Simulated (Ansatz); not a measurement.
## CH₄OSSi, SMILES CS[Si]O: a rigid scan of one bond angle

Run with Ansatz 0.2.0, Python API.

`ch4ossi.py`
```python
"""Energy of CH4OSSi against one bond angle."""

import warnings

import ansatz as az
from ase import Atoms

warnings.simplefilter("ignore", az.DeckWarning)

atoms = Atoms(["C", "S", "Si", "O", "H", "H", "H", "H"], positions=[
    (0.7252, 0.7284, -0.763),
    (0.0759, -0.9258, -0.948),
    (-1.7556, -0.9447, 0.1981),
    (-1.1304, -0.9642, 1.7842),
    (0.8842, 0.9996, 0.2561),
    (1.6049, 0.9023, -1.3427),
    (-0.0292, 1.4859, -1.1639),
    (-0.283, -1.3387, 1.9232),
])

# start the scan from a relaxed geometry
first = (
    az.Crystal.molecule_from_ase(atoms).calculation()
    .basis(gaussian="6-31G*")
    .functional("PBE0")
    .relax(force_tolerance=0.02, max_steps=80)
)
atoms.positions = first.run(threads=1).report["positions_ang"]

rows = []
for angle in [85, 95, 105, 115, 125, 140, 160]:
    bent = atoms.copy()
    bent.set_angle(2, 1, 0, angle, indices=[0, 4, 5, 6])
    model = (
        az.Crystal.molecule_from_ase(bent).calculation()
        .basis(gaussian="6-31G*")
        .functional("PBE0")
    )
    rows.append((angle, model.run(threads=1).report["free_energy_ev"]))
floor = min(e for _, e in rows)
for angle, e in rows:
    print(f"angle Si2-S1-C0 = {angle:3d} deg   {1000 * (e - floor):9.1f} meV")
```

Running `python ch4ossi.py` prints:
```text
angle Si2-S1-C0 =  85 deg       919.1 meV
angle Si2-S1-C0 =  95 deg       162.9 meV
angle Si2-S1-C0 = 105 deg         0.0 meV
angle Si2-S1-C0 = 115 deg        44.4 meV
angle Si2-S1-C0 = 125 deg       173.3 meV
angle Si2-S1-C0 = 140 deg       454.6 meV
angle Si2-S1-C0 = 160 deg       880.6 meV
```

The scan is rigid, and the energies are electronic, in a modest basis. The zero is the lowest point of the grid, which needn't be the minimum. Finished in 2.5 min on 1 thread of Arm Neoverse N1, with other jobs on the host, peak memory 0.22 GiB.
